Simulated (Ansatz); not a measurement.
Write a Python script for the Python package of Ansatz (0.2.0) that makes vertical and adiabatic energies of changing the electron count of BrH2OSb, SMILES [OH][SbH][Br]. Level of theory (for the species named): CAM-B3LYP, def2-SVP basis, multiplicity 1.

```xyz
5

O    -1.1729    0.4294   -0.1867
Sb    0.7653    0.3467   -0.5483
Br    0.8755   -1.9179    0.6257
H    -1.5537   -0.1345   -0.8591
H     1.1357    1.2026    0.9270
```

Script `adiabatic_brh2osb.py`:
```python
import itertools

import ansatz as az
from ase.data import atomic_numbers, covalent_radii
import numpy as np

brh2osb = (
    az.Crystal.molecule()
    .atom("O", [-1.1729, 0.4294, -0.1867])
    .atom("Sb", [0.7653, 0.3467, -0.5483])
    .atom("Br", [0.8755, -1.9179, 0.6257])
    .atom("H", [-1.5537, -0.1345, -0.8591])
    .atom("H", [1.1357, 1.2026, 0.927])
)

setup = brh2osb.calculation()
setup = setup.basis(gaussian="def2-SVP")
setup = setup.functional("cam_b3lyp")
symbols = [site.symbol for site in brh2osb.cartesian_sites]
start = np.array([site.position_ang for site in brh2osb.cartesian_sites], dtype=float)
summary = setup.relax(force_tolerance=0.01).run(threads=1).report
end = np.array(summary["positions_ang"])

minimum = az.Crystal.molecule()
for symbol, place in zip(symbols, end):
    minimum = minimum.atom(symbol, place.tolist())
ion = (
    minimum.calculation()
    .basis(gaussian="def2-SVP")
    .functional("cam_b3lyp")
    .charge(1)
    .spin("collinear", total=1)
)
vertical = ion.run(threads=1).report
settled = ion.relax(force_tolerance=0.01, max_steps=80).run(threads=1).report
print(f"vertical ionisation energy   {vertical['free_energy_ev'] - summary['free_energy_ev']:.3f} eV")
print(f"adiabatic, no zero point     {settled['free_energy_ev'] - summary['free_energy_ev']:.3f} eV")
print(f"relaxation energy of the ion {vertical['free_energy_ev'] - settled['free_energy_ev']:.3f} eV")
ionised = np.array(settled["positions_ang"])
radius = [covalent_radii[atomic_numbers[s]] for s in symbols]
span = lambda where, i, j: np.linalg.norm(where[i] - where[j])
bonded = [(i, j) for i, j in itertools.combinations(range(len(symbols)), 2) if min(span(end, i, j), span(ionised, i, j)) < 1.2 * (radius[i] + radius[j])]
print("pair        before    after (A)")
for i, j in bonded:
    print(f"{symbols[i]}{i}-{symbols[j]}{j}".ljust(10), f"{span(end, i, j):8.4f} {span(ionised, i, j):8.4f}")
for first, second in list(itertools.combinations(bonded, 2)):
    shared = set(first) & set(second)
    if shared and symbols[(j := shared.pop())] != "H":
        i, k = sorted((set(first) | set(second)) - {j})
        u, v = ionised[i] - ionised[j], ionised[k] - ionised[j]
        angle = np.degrees(np.arccos(np.clip(u @ v / np.linalg.norm(u) / np.linalg.norm(v), -1, 1)))
        print(f"final angle {symbols[i]}{i}-{symbols[j]}{j}-{symbols[k]}{k}: {angle:.2f} deg")
```

```console
$ python adiabatic_brh2osb.py
vertical ionisation energy   9.674 eV
adiabatic, no zero point     9.406 eV
relaxation energy of the ion 0.268 eV
pair        before    after (A)
O0-Sb1       1.9787   1.9250
O0-H3        0.9668   0.9750
Sb1-Br2      2.5411   2.4432
Sb1-H4       1.7119   1.7091
final angle Sb1-O0-H3: 120.47 deg
final angle O0-Sb1-Br2: 109.66 deg
final angle O0-Sb1-H4: 97.64 deg
final angle Br2-Sb1-H4: 107.43 deg
```

Caveats:
- The settings weren't tested for convergence.
- The energies are electronic: no zero-point or thermal terms, and the basis set is short of its limit. The product may relax into another structure. The relaxation finds the nearest minimum, so the adiabatic value is an upper bound.
- def2 sets replace the cores of elements past krypton by effective core potentials.
- Timing: 82 s on 1 thread of Intel(R) Xeon(R) Platinum 8488C (Sapphire Rapids) (shared host), peak memory 0.39 GiB.

(Lines on the test bed's own set-up are left out of the output.)
